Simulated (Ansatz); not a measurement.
**C₂H₅Cl₂In: taking an electron away**

Aim: the vertical ionisation energy of C₂H₅Cl₂In, as cation minus neutral at the neutral's geometry, on several levels, and how well −ε(HOMO) stands in for it.

Program: Ansatz 0.2.0, Gaussian basis. Level of theory: unrestricted cation, the program's frozen cores in correlated methods. These are calculated values, not measurements.

The runs, in order: UKS PBE-D4/def2-TZVPP; UKS r2SCAN-D4/def2-TZVPP; UKS PBE0-D4/def2-TZVPP; UKS B3LYP-D4/def2-TZVPP; UKS wB97X-V/def2-TZVPP; UKS wB97M-V/def2-TZVPP; UKS B2PLYP/def2-TZVPP; UHF-CCSD(T)/def2-TZVPP; UHF-MP2/def2-QZVPP; extrapolation to the limit; then −ε(HOMO) from the neutral's earlier runs with LDA (SPW92), PBE-D4, revPBE-D4, BLYP-D4, r2SCAN-D4, B97M-V, PBE0-D4, B3LYP-D4, r2SCANh-D4, r2SCAN0-D4, HSE06-D4, BHLYP-D4, CAM-B3LYP-D4, LC-ωPBE, ωB97X-V, ωB97M-V.

### Step 1. The relaxed structure

The geometry comes from an earlier relaxation with PBE0-D4 in a triple-zeta def2 set; it is a stationary point, not always the lowest conformer. In takes the def2 core potential; no spin-orbit term is included.

SMILES `C[CH2][In]([Cl])[Cl]`, 10 atoms, charge 0, spin multiplicity 1.

Atoms are counted from 1 here; the program's logs count them from 0.

Bond lengths: C1–C2 1.519 Å, C1–H6 1.092 Å, C1–H7 1.094 Å, C1–H8 1.092 Å, C2–In3 2.145 Å, C2–H9 1.093 Å, C2–H10 1.092 Å, In3–Cl4 2.330 Å, In3–Cl5 2.325 Å. Angles: C2–C1–H6 112.1°, C2–C1–H7 110.4°, C2–C1–H8 112.1°, H6–C1–H7 107.4°, H6–C1–H8 107.2°, H7–C1–H8 107.5°, C1–C2–In3 113.6°, C1–C2–H9 112.2°, C1–C2–H10 112.3°, In3–C2–H9 105.7°, In3–C2–H10 105.8°, H9–C2–H10 106.8°, C2–In3–Cl4 122.1°, C2–In3–Cl5 126.3°, Cl4–In3–Cl5 111.6°.

### Step 2. Cation, UKS PBE-D4/def2-TZVPP

in.yaml

```yaml
crystal:
  periodic: [false, false, false]
  atoms:
    - {symbol: C, position_ang: [0.145103, -1.196812, 0.764803]}
    - {symbol: C, position_ang: [0.575405, 0.232882, 0.483290]}
    - {symbol: In, position_ang: [-0.508543, 1.155333, -1.120936]}
    - {symbol: Cl, position_ang: [-2.120543, 0.004114, -2.347605]}
    - {symbol: Cl, position_ang: [-0.267637, 3.344506, -1.865654]}
    - {symbol: H, position_ang: [-0.906437, -1.259813, 1.051260]}
    - {symbol: H, position_ang: [0.734018, -1.618372, 1.585229]}
    - {symbol: H, position_ang: [0.281757, -1.844801, -0.103025]}
    - {symbol: H, position_ang: [1.629524, 0.298449, 0.203487]}
    - {symbol: H, position_ang: [0.437366, 0.884504, 1.349150]}
basis:
  gaussian: {orbitals: def2-TZVPP}
total_charge: 1
magnetization: {spin_polarized: true, initial_magnetization: 1}
hamiltonian: {xc: pbe, dispersion: d4}
```

The run is started by

```
$ ansatz run in.yaml --threads 2 --pin off --events-out ev --progress --plain --max-ram 32768MiB --backend cpu
```

The runs that follow: Cation, UKS r2SCAN-D4/def2-TZVPP; Cation, UKS PBE0-D4/def2-TZVPP; Cation, UKS B3LYP-D4/def2-TZVPP; Cation, UKS wB97X-V/def2-TZVPP; Cation, UKS wB97M-V/def2-TZVPP; Cation, UKS B2PLYP (frozen core)/def2-TZVPP; Cation, UHF-CCSD(T)/def2-TZVPP; Cation, UHF-MP2/def2-QZVPP.

**Question.** What will the summary of the whole plan be? Wanted: ionisation energy, CCSD(T)/CBS; nearest functional by difference; nearest −ε(HOMO); −ε(HOMO) of PBE; T1 of the cation.

The runs gave:

| quantity | value |
| --- | --- |
| ionisation energy, CCSD(T)/CBS | 10.39 eV |
| nearest functional by difference | ωB97X-V (-0.13 eV) |
| nearest −ε(HOMO) | ωB97X-V (+0.02 eV) |
| −ε(HOMO) of PBE | 6.97 eV |
| T1 of the cation | 0.026 |

What this shows: Energy differences with functionals land within 0.81 eV of the reference. −ε(HOMO) of PBE misses by 3.4 eV, since self-interaction lifts the level. Among orbital estimates ωB97X-V comes nearest. Hartree-Fock falls 0.95 eV short, as the neutral has more correlation energy than the cation. Correlated methods include outer-core shells of In, which these sets cover unevenly. With outer-core shells in play the reference is unsure by up to some tenths of an eV, so close misses can't be ranked.
